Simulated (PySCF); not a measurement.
**RuSBr: relaxation and vibrations of the quartet**

The task is one start of a wider search on RuSBr: the quartet, from a PBE minimum start. It is relaxed, tested by its Hessian and followed downhill if it is a saddle.

Method: PBE, basis Ru def2-SVP with ECP28, S def2-SVP, Br def2-SVP, scalar-relativistic core potentials, no spin–orbit coupling, density fitting; program: PySCF 2.14.0.

## (1) Starting geometry

3 atoms, charge 0, spin multiplicity 4.

Bond lengths: Ru1–S2 2.082 Å, Ru1–Br3 2.365 Å. Angles: S2–Ru1–Br3 117.7°.

Coordinates in bohr (charge 0 multiplicity 4):
```
Ru   -0.9022    0.0000   -1.1724
S    -4.2878    0.0000    0.8317
Br    2.9010    0.0000    1.1761
```

## (2) First SCF at the start

The steps below are one call of a driver around PySCF. For each, scf.py gives the equivalent set-up of the SCF; relaxations use the driver's own optimiser. After this first run the driver tries any further starts and a stability analysis.

scf.py reads:

```python
from pyscf import gto, scf, dft
mol = gto.M(atom='''
Ru    -0.477444     0.000000    -0.620396
S     -2.269002     0.000000     0.440123
Br     1.535167     0.000000     0.622373''',
    basis={'Ru': 'def2-SVP', 'S': 'def2-SVP', 'Br': 'def2-SVP'},
    ecp={'Ru': 'def2-SVP'},
    charge=0, spin=3)
mf = dft.UKS(mol, xc='PBE')
mf.grids.atom_grid = (50, 194)
aux = {'Ru': 'def2-universal-JKFIT', 'S': 'def2-universal-JKFIT', 'Br': 'def2-universal-JKFIT'}
mf = mf.density_fit(auxbasis=aux)
mf.conv_tol = 1e-08
mf.diis_space = 10
mf.max_cycle = 60
mf.init_guess = 'minao'
mf.verbose = 4
mf.kernel()
```

On the command line:

```bash
$ OMP_NUM_THREADS=2 python axn.py task.json out
```

What it wrote:

```text
init E= -3056.26567507705
[... the frontier-level lines of each cycle are left out ...]
cycle= 1 E= -3064.92272342473  delta_E= -8.66  |g|= 1.54  |ddm|= 2.43
cycle= 2 E= -3054.52643895178  delta_E= 10.4  |g|= 3.25  |ddm|= 8.15
cycle= 3 E= -3065.85840530958  delta_E= -11.3  |g|= 0.824  |ddm|= 7.94
cycle= 4 E= -3063.16601335671  delta_E= 2.69  |g|= 1.87  |ddm|= 2.69
cycle= 5 E= -3066.08772527996  delta_E= -2.92  |g|= 0.587  |ddm|= 2.38
cycle= 6 E= -3066.28070195943  delta_E= -0.193  |g|= 0.156  |ddm|= 0.632
cycle= 7 E= -3066.29027898828  delta_E= -0.00958  |g|= 0.0841  |ddm|= 0.263
cycle= 8 E= -3066.29328269927  delta_E= -0.003  |g|= 0.035  |ddm|= 0.063
cycle= 9 E= -3066.29371312481  delta_E= -0.00043  |g|= 0.0207  |ddm|= 0.0249
cycle= 10 E= -3066.29393599009  delta_E= -0.000223  |g|= 0.00466  |ddm|= 0.0147
cycle= 11 E= -3066.29394605771  delta_E= -1.01e-05  |g|= 0.00203  |ddm|= 0.00332
cycle= 12 E= -3066.29394829961  delta_E= -2.24e-06  |g|= 0.000201  |ddm|= 0.00184
cycle= 13 E= -3066.29394832661  delta_E= -2.7e-08  |g|= 4.42e-05  |ddm|= 0.000305
cycle= 14 E= -3066.29394832785  delta_E= -1.25e-09  |g|= 1.55e-05  |ddm|= 8.27e-05
Extra cycle  E= -3066.29394832328  delta_E= 4.57e-09  |g|= 9.17e-05  |ddm|= 0.000101
converged SCF energy = -3066.29394832328  <S^2> = 3.760121  2S+1 = 4.0050573
```

This step, with its further starts and checks, took 35 s on 2 threads of Arm Neoverse N1, shared host.

Energies from each starting density:

```
                      start   energy (Eh)
    the minimal-basis guess  -3066.293948
a thermally smeared density  -3066.293461
      a smeared PBE density  -3066.293461
```

No lower solution of this spin turned up from the other starts or in the test of internal stability.

## (3) Relaxing the quartet from the PBE minimum start

The program finds Cs symmetry in the start, which this walk keeps. The walk stops when the largest gradient is under 0.0003 Eh/bohr and the energy has settled too.

scf.py, as its differences from that of step 2:

```diff
@@ -3,3 +3,3 @@
-Ru    -0.477444     0.000000    -0.620396
-S     -2.269002     0.000000     0.440123
-Br     1.535167     0.000000     0.622373''',
+Ru    -0.477230     0.000000    -0.620242
+S     -2.268788     0.000000     0.440277
+Br     1.535381     0.000000     0.622527''',
@@ -16 +15,0 @@
-mf.init_guess = 'minao'
```

Energy and gradient, step by step:

```
step   energy (Eh)  change (kJ/mol)  largest symmetric gradient (Eh/bohr)
   0  -3066.293948             0.00                               0.00017
```

The walk took 3.1 s.

Geometry (Å) and forces (eV/Å) at some steps:

```
step 0
Ru  -0.477   0.000  -0.620   0.007   0.000  -0.005
S   -2.269   0.000   0.440  -0.009   0.000   0.002
Br   1.535   0.000   0.623   0.002   0.000   0.003
```

After 0 steps and 0.0 kJ/mol it ends at Cs: Ru–Br 2.365 Å, Ru–S 2.082 Å; Br–Ru–S 117.7°.

## (4) Hessian and properties

On the finer grid the gradient is checked again; gradients at displacements of ±0.02 bohr then give force constants and infrared intensities.

scf.py, as its differences from that of step 3:

```diff
@@ -3,3 +3,3 @@
-Ru    -0.477230     0.000000    -0.620242
-S     -2.268788     0.000000     0.440277
-Br     1.535381     0.000000     0.622527''',
+Ru    -0.477237     0.000000    -0.623205
+S     -2.265849     0.000000     0.441983
+Br     1.532448     0.000000     0.623784''',
@@ -10 +10 @@
-mf.grids.atom_grid = (50, 194)
+mf.grids.atom_grid = (75, 302)
@@ -13 +13 @@
-mf.conv_tol = 1e-08
+mf.conv_tol = 1e-10
```

The driver hands on the density of the step before, so the log starts near convergence.

SCF at the final geometry:

```text
init E= -3066.29409672085
[... the frontier-level lines of each cycle are left out ...]
cycle= 1 E= -3066.29409671783  delta_E= 3.02e-09  |g|= 7.53e-05  |ddm|= 7.39e-05
cycle= 2 E= -3066.29409658109  delta_E= 1.37e-07  |g|= 0.000505  |ddm|= 0.000499
cycle= 3 E= -3066.29409672092  delta_E= -1.4e-07  |g|= 2.53e-06  |ddm|= 0.000435
cycle= 4 E= -3066.29409672092  delta_E= 4.09e-12  |g|= 1.03e-06  |ddm|= 5.09e-06
Extra cycle  E= -3066.2940967209  delta_E= 1.41e-11  |g|= 3.48e-06  |ddm|= 7.09e-06
converged SCF energy = -3066.2940967209  <S^2> = 3.7600794  2S+1 = 4.0050365
```

The whole step took 82 s.

Geometry: Cs; Ru–Br 2.365 Å, Ru–S 2.082 Å; Br–Ru–S 117.4°.

Harmonic modes (main isotopes):

```tsv
symmetry	ω (cm⁻¹)	IR (km/mol)	type
a'	87	1.2	bend
a'	279	16.2	stretch
a'	521	21.8	stretch
```

Every mode is real; the point is a minimum.

Properties at this point:

```
Dipole moment                                                   : 1.72 D
Highest occupied level                                          : -5.39 eV
Lowest empty level                                              : -4.79 eV
Rotational constants                                            : 0.2848, 0.04322, 0.03753 cm⁻¹
Zero-point energy                                               : 5.3 kJ/mol
Principal polarisabilities                                      : 62.3, 106.3, 143.7 bohr³
Atomisation energy without zero-point energy                    : 770 kJ/mol
Principal traceless quadrupole moments about the centre of mass : -1.96, -0.82, 2.78 D Å
Entropy at 298.15 K and 1 bar (electronic part: spin only)      : 327.5 J/(mol K)
Heat capacity Cp at 298.15 K                                    : 53.6 J/(mol K)
Enthalpy at 298.15 K above 0 K                                  : 13.63 kJ/mol
Rotational symmetry number                                      : 1
Spin squared ⟨S²⟩                                               : 3.760
```

Charges (e) and bond orders:

```tsv
atom	Mulliken	Löwdin	polar tensor	spin (Mulliken)	Mayer order to Ru1
Ru1	0.15	-0.53	0.74	2.30	–
S2	-0.03	0.35	-0.34	0.63	2.25
Br3	-0.12	0.18	-0.40	0.07	1.23
```

Mulliken populations on Ru1 (outside its core potential): s 2.51, p 6.43, d 6.90, f 0.01.

## (5) Outcome

| quantity | value |
| --- | --- |
| minimum | quartet, Cs |
| geometry | Ru–Br 2.365 Å, Ru–S 2.082 Å; Br–Ru–S 117.4° |
| wavenumbers (cm⁻¹) | 87 (a'), 279 (a'), 521 (a') |
| dipole moment | 1.72 D |
| highest occupied, lowest empty level (either spin) | -5.39, -4.79 eV |
| polar-tensor charge of Ru1 | +0.74 e |
| zero-point energy | 5.3 kJ/mol |
| entropy at 298.15 K | 327.5 J/(mol K) |
| atomisation energy (no zero-point energy) | 770 kJ/mol |
| ⟨S²⟩ | 3.760 |

**Reading.** The molecule stays Cs, as typed, and the end point is a minimum. The strongest infrared band lies at 521 cm⁻¹ (a', stretch). Most of the spin sits on Ru1 (Mulliken spin 2.30, against 3 for the whole molecule). Only this shape and spin were tried, so other structures or states may lie lower. One determinant may miss the lowest occupation of an open d or f shell.

The search up to here took 2 min.
